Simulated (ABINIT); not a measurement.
# GdO (Pm-3m) in ABINIT: notebook, part 2 of 2

ABINIT 10.8.3 (patched build).

## (3) Single point, PBEsol+U, collinear spin, ferromagnetic start

Input file run.abi:

```
pp_dirpath "./"
pseudos "Gd.GGA_PBE-ansatz.xml, O.GGA_PBE-ansatz.xml"

acell 3*1.0
rprim
     5.2946606586     0.0000000000     0.0000000000
     0.0000000000     5.2946606586     0.0000000000
     0.0000000000     0.0000000000     5.2946606586
ntypat 2
znucl 64 8
natom 2
typat 1 2
xred
     0.0000000000     0.0000000000     0.0000000000
     0.5000000000     0.5000000000     0.5000000000

ecut 16.0
pawecutdg 32.0
pawxcdev 0

kptopt 1
ngkpt 7 7 7
nshiftk 1
shiftk 0.0 0.0 0.0

ixc -116133

nband 21
occopt 7
tsmear 0.05 eV

nsppol 2
spinat
     0.0000000000     0.0000000000     7.0000000000
     0.0000000000     0.0000000000     0.0000000000

usepawu 1
lpawu 3 -1
upawu 3.0 0.0 eV
jpawu 0.0 0.0 eV

nstep 100
tolvrs 1.0e-9

iomode 3
prtwf 0
prtden 0
prteig 0
prtebands 0
enunit 1
```

Potentials or basis: Ansatz PAW PBE default generated set, frozen core.

Started as:

```bash
abinit run.abi > log 2>&1
```

run.abo:

```text
[... set-up lines left out ...]
 ETOT  1  -87.037380138470    -8.704E+01 1.038E+01 2.143E+02 7.434E-01 7.434E-01
 ETOT  2  -131.43823435636    -4.440E+01 7.741E-01 1.400E+03 6.955E-01 4.784E-02
 ETOT  3  -125.37677185622     6.061E+00 2.253E+00 1.343E+02 5.270E+00 5.222E+00
 ETOT  4  -127.81397779789    -2.437E+00 1.767E+00 5.714E+01 7.033E-01 5.926E+00
 ETOT  5  -128.06088152589    -2.469E-01 7.004E-01 4.830E+01 8.561E-02 6.011E+00
 ETOT  6  -128.74890074406    -6.880E-01 2.920E-01 7.759E+01 9.283E-01 6.939E+00
 ETOT  7  -128.70216219132     4.674E-02 5.130E-02 5.214E+01 1.031E-01 7.042E+00
 ETOT  8  -128.77094019725    -6.878E-02 1.271E-01 3.938E+01 3.542E-02 7.078E+00
 ETOT  9  -128.76676128644     4.179E-03 3.505E-02 1.535E+01 2.577E-02 7.104E+00
 ETOT 10  -128.80142342928    -3.466E-02 1.725E-01 2.697E+00 3.217E-02 7.136E+00
[... 5 lines left out ...]
 ETOT 16  -128.80530843678    -1.212E-05 1.220E-03 8.308E-05 1.222E-03 7.159E+00
 ETOT 17  -128.80531444118    -6.004E-06 3.209E-03 6.075E-04 2.333E-04 7.159E+00
 ETOT 18  -128.80531275481     1.686E-06 2.131E-04 4.179E-05 9.936E-05 7.159E+00
 ETOT 19  -128.80531263819     1.166E-07 5.870E-04 2.830E-06 8.186E-05 7.159E+00
 ETOT 20  -128.80531263983    -1.635E-09 3.846E-05 1.897E-06 1.928E-05 7.159E+00
 ETOT 21  -128.80531263560     4.227E-09 1.033E-04 1.450E-06 3.344E-05 7.159E+00
 ETOT 22  -128.80531263009     5.509E-09 1.069E-05 1.983E-07 6.699E-06 7.159E+00
 ETOT 23  -128.80531262931     7.834E-10 1.837E-05 7.608E-09 1.125E-06 7.159E+00
 ETOT 24  -128.80531262943    -1.220E-10 5.657E-06 2.836E-09 1.851E-06 7.159E+00
 ETOT 25  -128.80531262943     1.734E-12 3.375E-06 7.521E-10 6.003E-08 7.159E+00

 At SCF step   25       nres2   =  7.52E-10 < tolvrs=  1.00E-09 =>converged.

 Cartesian components of stress tensor (hartree/bohr^3)
  sigma(1 1)= -1.31874958E-03  sigma(3 2)=  0.00000000E+00
  sigma(2 2)= -1.31874958E-03  sigma(3 1)=  0.00000000E+00
  sigma(3 3)= -1.31874958E-03  sigma(2 1)=  0.00000000E+00

--- !ResultsGS
iteration_state: {dtset: 1, }
comment   : Summary of ground state results
lattice_vectors:
- [  5.2946607,   0.0000000,   0.0000000, ]
- [  0.0000000,   5.2946607,   0.0000000, ]
- [  0.0000000,   0.0000000,   5.2946607, ]
lattice_lengths: [   5.29466,    5.29466,    5.29466, ]
lattice_angles: [ 90.000,  90.000,  90.000, ] # degrees, (23, 13, 12)
lattice_volume:   1.4842751E+02
convergence: {deltae:  1.734E-12, res2:  7.521E-10, residm:  3.375E-06, diffor: null, }
etotal    :  -1.28805313E+02
entropy   :   0.00000000E+00
fermie    :   4.67768106E-01
cartesian_stress_tensor: # hartree/bohr^3
- [ -1.31874958E-03,   0.00000000E+00,   0.00000000E+00, ]
- [  0.00000000E+00,  -1.31874958E-03,   0.00000000E+00, ]
- [  0.00000000E+00,   0.00000000E+00,  -1.31874958E-03, ]
pressure_GPa:   3.8799E+01
[... 80 lines left out ...]
   9.23642   15.50780   20.21509   20.21509   20.21509
 prteigrs : prtvol=0 or 1, do not print more k-points.

 Eigenvalues (   eV  ) for nkpt=  20  k points, SPIN DOWN:
 kpt#   1, nband= 21, wtk=  0.00292, kpt=  0.0000  0.0000  0.0000 (reduced coord)
 -30.41810   -8.28162   -7.07424   -7.07424   -7.07424    8.18823    8.18823    8.18823
  10.29429   10.29429   14.24321   14.24321   14.24321   14.63756   14.86903   14.86903
  14.86903   16.45437   21.63029   21.63029   21.63029
 prteigrs : prtvol=0 or 1, do not print more k-points.

--- !EnergyTerms
iteration_state     : {dtset: 1, }
comment             : Components of total free energy in Hartree
kinetic             :  2.19435918843923E+01
hartree             :  2.33427677932113E+01
xc                  : -1.14724238190624E+01
Ewald energy        : -1.12816036680148E+02
psp_core            :  9.50396340899927E+00
local_psp           : -6.37589900984321E+01
PAW spherical_terms :  4.45183734558828E+00
internal            : -1.28805290165452E+02
'-kT*entropy'       : -2.60783422657915E-05
total_energy        : -1.28805316243794E+02
total_energy_eV     : -3.50497121084561E+03
...

--- !EnergyTermsDC
iteration_state     : {dtset: 1, }
comment             : '"Double-counting" decomposition of free energy'
band_energy         : -1.48131552902215E+00
Ewald energy        : -1.12816036680148E+02
psp_core            :  9.50396340899927E+00
xc_dc               : -2.17240037682541E+01
PAW spherical_terms : -2.28789398266250E+00
internal            : -1.28805286551088E+02
'-kT*entropy'       : -2.60783422657915E-05
total_energy_dc     : -1.28805312629430E+02
total_energy_dc_eV  : -3.50497111249376E+03
...

--- !EnergyTermsWithPAWCore
iteration_state     : {dtset: 1, }
comment             : 'Components of total free energy, including PAW core contributions'
Total energy        : -1.06900000862307E+04
Total energy DC     : -1.06900000826163E+04
Total energy (eV)   : -2.90889721315994E+05
Total energy DC (eV): -2.90889721217642E+05
...

 Cartesian components of stress tensor (hartree/bohr^3)
  sigma(1 1)= -1.31874958E-03  sigma(3 2)=  0.00000000E+00
  sigma(2 2)= -1.31874958E-03  sigma(3 1)=  0.00000000E+00
  sigma(3 3)= -1.31874958E-03  sigma(2 1)=  0.00000000E+00

-Cartesian components of stress tensor (GPa)         [Pressure=  3.8799E+01 GPa]
- sigma(1 1)= -3.87989522E+01  sigma(3 2)=  0.00000000E+00
- sigma(2 2)= -3.87989522E+01  sigma(3 1)=  0.00000000E+00
- sigma(3 3)= -3.87989522E+01  sigma(2 1)=  0.00000000E+00

== END DATASET(S) ==============================================================
================================================================================

 -outvars: echo values of variables after computation  --------
            acell      1.0000000000E+00  1.0000000000E+00  1.0000000000E+00 Bohr
           etotal     -1.2880531263E+02
            fcart     -0.0000000000E+00 -0.0000000000E+00 -0.0000000000E+00
                      -0.0000000000E+00 -0.0000000000E+00 -0.0000000000E+00
            rprim      5.2946606586E+00  0.0000000000E+00  0.0000000000E+00
                       0.0000000000E+00  5.2946606586E+00  0.0000000000E+00
                       0.0000000000E+00  0.0000000000E+00  5.2946606586E+00
           strten     -1.3187495796E-03 -1.3187495796E-03 -1.3187495795E-03
                       0.0000000000E+00  0.0000000000E+00  0.0000000000E+00
           xangst      0.0000000000E+00  0.0000000000E+00  0.0000000000E+00
                       1.4009068790E+00  1.4009068790E+00  1.4009068790E+00
             xred      0.0000000000E+00  0.0000000000E+00  0.0000000000E+00
                       5.0000000000E-01  5.0000000000E-01  5.0000000000E-01
 Calculation completed.
```

Run time: 2.3 min. Hardware: 1 thread of Arm Neoverse V2, shared host; peak memory 0.3 GiB.

Results:

| Property | Result |
| --- | --- |
| Free energy | -3504.9711 eV |
| Pressure | 38.8 GPa |
| Band gap on the k mesh | none (metal or under the smearing width) |
| Net moment | 7.22 μB per cell |
| Site moments | Gd +7.16; O -0.01 μB |
| Valence electrons inside the program's atomic spheres | Gd 16.43; O 5.76 |

Levels at points of the mesh, in eV from the Fermi level:
Spin up:
| k point | band 12 | band 13 | band 14 | band 15 | band 16 | band 17 | band 18 | band 19 | band 20 | band 21 |
| --- | --- | --- | --- | --- | --- | --- | --- | --- | --- | --- |
| (0.00, 0.00, 0.00) | -6.30 | -4.08 | -4.08 | -4.08 | -3.49 | -3.49 | 2.78 | 7.49 | 7.49 | 7.49 |
Spin down:
| k point | band 4 | band 5 | band 6 | band 7 | band 8 | band 9 | band 10 | band 11 | band 12 | band 13 |
| --- | --- | --- | --- | --- | --- | --- | --- | --- | --- | --- |
| (0.00, 0.00, 0.00) | -19.80 | -19.80 | -4.54 | -4.54 | -4.54 | -2.43 | -2.43 | 1.51 | 1.51 | 1.51 |

Eigenvalues of the final occupation matrices:
```tsv
site	spin	trace	eigenvalues
atom 1	1	6.97	0.99 0.99 0.99 0.99 0.99 0.99 1.01
atom 1	2	0.12	0.01 0.01 0.01 0.02 0.02 0.02 0.03
```

Caveat: a pressure of tens of GPa on the cell as given is suspect, and the run, the potentials or the cell itself is likely at fault; the PAW data sets were made with another functional, which shifts forces and pressure a little; spin-orbit coupling is left out, which moves the levels of the heavy elements; a cell with one magnetic atom can't hold antiferromagnetic order, which such compounds often take. The state reached can hang on the start; a lower one may exist.

## (4) Single point, LDA+U, collinear spin, antiferromagnetic start (cell doubled along its third vector)

Input file run.abi:

```
pp_dirpath "./"
pseudos "Gd.GGA_PBE-ansatz.xml, O.GGA_PBE-ansatz.xml"

acell 5.2946606586 5.2946606586 10.5893213172
rprim
     1.0000000000     0.0000000000     0.0000000000
     0.0000000000     1.0000000000     0.0000000000
     0.0000000000     0.0000000000     1.0000000000
ntypat 2
znucl 64 8
natom 4
typat 1 1 2 2
xcart
     0.0000000000     0.0000000000     0.0000000000
     0.0000000000     0.0000000000     5.2946606586
     2.6473303293     2.6473303293     2.6473303293
     2.6473303293     2.6473303293     7.9419909879

ecut 435.382180 eV
pawecutdg 32.0

kptopt 1
ngkpt 7 7 4
nshiftk 1
shiftk 0.0 0.0 0.0

ixc 7

nband 36
occopt 7
tsmear 0.00183747

nsppol 2
spinat
     0.0000000000     0.0000000000     7.0000000000
     0.0000000000     0.0000000000    -7.0000000000
     0.0000000000     0.0000000000     0.0000000000
     0.0000000000     0.0000000000     0.0000000000

usepawu 1
lpawu 3 -1
upawu 3.0 0.0 eV
jpawu 0.0 0.0 eV

nstep 100
tolvrs 1.0e-9

iomode 3
prtwf 0
prtden 0
prteig 0
prtebands 0
prtvol 2
```

Started as:

```bash
abinit run.abi > log 2>&1
```

Wall time 4.6 min (1 thread of Arm Neoverse V2, shared host); peak memory 0.21 GiB.

Results (log left out):

| Property | Result |
| --- | --- |
| Free energy | -7026.0943 eV |
| Pressure | 32.3 GPa |
| Band gap on the k mesh | none (metal or under the smearing width) |
| Net moment | 0.00 μB per cell |
| Site moments | Gd +7.09, -7.09; O +0.00 μB |
| Valence electrons inside the program's atomic spheres | Gd 16.43; O 5.76 |

Stress tensor (GPa, compression positive):
```
33.42  0.00  0.00
 0.00 33.42  0.00
 0.00  0.00 30.08
```

Levels at points of the mesh, in eV from the Fermi level:
Spin up:
| k point | band 20 | band 21 | band 22 | band 23 | band 24 | band 25 | band 26 | band 27 | band 28 | band 29 |
| --- | --- | --- | --- | --- | --- | --- | --- | --- | --- | --- |
| (0.00, 0.00, 0.00) | -5.94 | -4.42 | -4.36 | -4.36 | -3.18 | -3.03 | -1.32 | 0.96 | 1.42 | 1.42 |
| (0.00, 0.00, 0.50) | -5.28 | -5.28 | -4.84 | -4.84 | -2.88 | -1.81 | -0.21 | 1.07 | 1.37 | 1.37 |
Spin down:
```tsv
k point	band 21	band 22	band 23	band 24	band 25	band 26	band 27	band 28
(0.00, 0.00, 0.00)	-4.42	-4.36	-4.36	-3.18	-3.03	-1.32	0.96	1.42
(0.00, 0.00, 0.50)	-5.28	-4.84	-4.84	-2.88	-1.81	-0.21	1.07	1.37
```

Eigenvalues of the final occupation matrices:
```
  site  spin  trace                         eigenvalues
atom 1     1   6.97  0.99 0.99 0.99 0.99 0.99 0.99 1.01
atom 1     2   0.13  0.01 0.01 0.01 0.02 0.02 0.03 0.03
atom 2     1   0.13  0.01 0.01 0.01 0.02 0.02 0.03 0.03
atom 2     2   6.97  0.99 0.99 0.99 0.99 0.99 0.99 1.01
```

Caveat: a pressure of tens of GPa on the cell as given is suspect, and the run, the potentials or the cell itself is likely at fault; the PAW data sets were made with another functional, which shifts forces and pressure a little; spin-orbit coupling is left out, which moves the levels of the heavy elements.

## (5) The runs side by side

```tsv
level	spin	cell	k mesh	gap on the mesh (eV)	pressure (GPa)	moment (μB)
PBE+U	collinear, ferromagnetic start	as given	7 × 7 × 7	none	49.6	7.22
PBEsol+U	collinear, ferromagnetic start	as given	7 × 7 × 7	none	38.8	7.22
LDA+U	collinear, antiferromagnetic start	cell doubled along its third vector	7 × 7 × 4	none	32.3	0.00
```

Alike in all rows: task single point; potentials or basis Ansatz PAW PBE default generated set, frozen core; Gd f U = 3 eV; cutoff (eV) 435; smearing gaussian 0.05 eV.

Caveats: a pressure of tens of GPa on the cell as given is suspect, and the run, the potentials or the cell itself is likely at fault; spin-orbit coupling is left out, which moves the levels of the heavy elements; a cell with one magnetic atom can't hold antiferromagnetic order, which such compounds often take (some runs); the PAW data sets were made with another functional, which shifts forces and pressure a little (some runs).

Total energies depend on the potentials used, so only differences within one code and one set of settings carry meaning.
